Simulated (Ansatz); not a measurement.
# LuSb (rocksalt type): how the settings move a single-point run

Aim: see which settings change the result for LuSb (rocksalt type), by how much, and at what cost.

Method: reference: DFT, PBEsol, all-electron LAPW, scalar-relativistic, in Ansatz 0.2.0.

1 further run of the same task is left out (it didn't finish).

## (1) The system as given

Symmetry: Fm-3m, No. 225, cubic system. Conventional cell: a = 5.472 Å, b = 5.472 Å, c = 5.472 Å, α = 90.00°, β = 90.00°, γ = 90.00°. Lu (site symmetry m-3m) has 6 Sb at 2.74 Å as nearest neighbours. Sb (site symmetry m-3m) has 6 Lu at 2.74 Å as nearest neighbours.

As a file:

```cif
data_structure
_symmetry_space_group_name_H-M 'P 1'
_symmetry_Int_Tables_number 1
_cell_length_a 3.8694
_cell_length_b 3.8694
_cell_length_c 3.8694
_cell_angle_alpha 60.000
_cell_angle_beta 60.000
_cell_angle_gamma 60.000
_cell_volume 40.97
loop_
_atom_site_label
_atom_site_type_symbol
_atom_site_fract_x
_atom_site_fract_y
_atom_site_fract_z
_atom_site_occupancy
Lu1 Lu 0.00000 0.00000 0.00000 1
Sb1 Sb 0.50000 0.50000 0.50000 1
```

## (2) Baseline

The input, input.yaml:

```yaml
crystal:
  lattice:
    - [0.0, 2.7360922158, 2.7360922158]
    - [2.7360922158, 0.0, 2.7360922158]
    - [2.7360922158, 2.7360922158, 0.0]
  atoms:
    - { symbol: Lu, position: [0.0, 0.0, 0.0] }
    - { symbol: Sb, position: [0.5, 0.5, 0.5] }
kpoints:
  mp_grid: { grid: [12, 12, 12] }
scf:
  occupations: { method: fermi_dirac, width: 0.1 }
hamiltonian:
  xc: pbesol
  pseudopotentials: { kind: all_electron, lapw: { basis_error: 0.001 } }
output:
  forces: true
  stress: true
  eigenvalues: true
  populations: true
```

Run with:

```sh
> ansatz run input.yaml --threads 1 --pin off --max-ram 2048MiB --backend cpu --events-out ev --progress --plain --runs-dir out
```

## (3) Changing settings: preconditioner resta, mixing.algorithm anderson, mixing.beta 0.7, mixing.ndim 2

Changes to input.yaml since step 2:

```diff
@@ -12,2 +12,3 @@
   occupations: { method: fermi_dirac, width: 0.1 }
+  mixing: { preconditioner: resta, algorithm: anderson, beta: 0.7, ndim: 2 }
 hamiltonian:
```

**Question.** What will these runs give? Wanted: for each run, ending; energy change; pressure; gap; force.

**Answer**, as computed:

```csv
run,ending,energy change,pressure (GPa),gap (eV),force (eV/Å),cycles,time
reference,converged,0,32.1,0.00,0.00,10,37 s
"1: preconditioner resta, mixing.algorithm anderson, mixing.beta 0.7, mixing.ndim 2",converged,0.0 meV/atom,32.1,0.00,0.00,9,36 s
```

Residual by cycle in the longest SCF loop of each run; runs are numbered as in the table. The quantity is the density residual dr2, in eV.

```csv
cycle,reference,run 1
1,0.206,0.206
2,0.0906,0.0374
3,0.095,0.00322
4,0.0198,3.7e-4
5,0.00389,2.3e-5
6,1.1e-4,1.2e-6
7,4.2e-5,1.9e-6
8,7.5e-6,1.5e-7
9,2.9e-7,9.4e-9
10,5.1e-8,-
```

What this shows: With the changed mixing the energy agrees within 0.5 meV/atom. Cost: 9 SCF cycles against 10. The structure is not at rest: the sound run finds 32 GPa, so these are no properties of the relaxed crystal. 
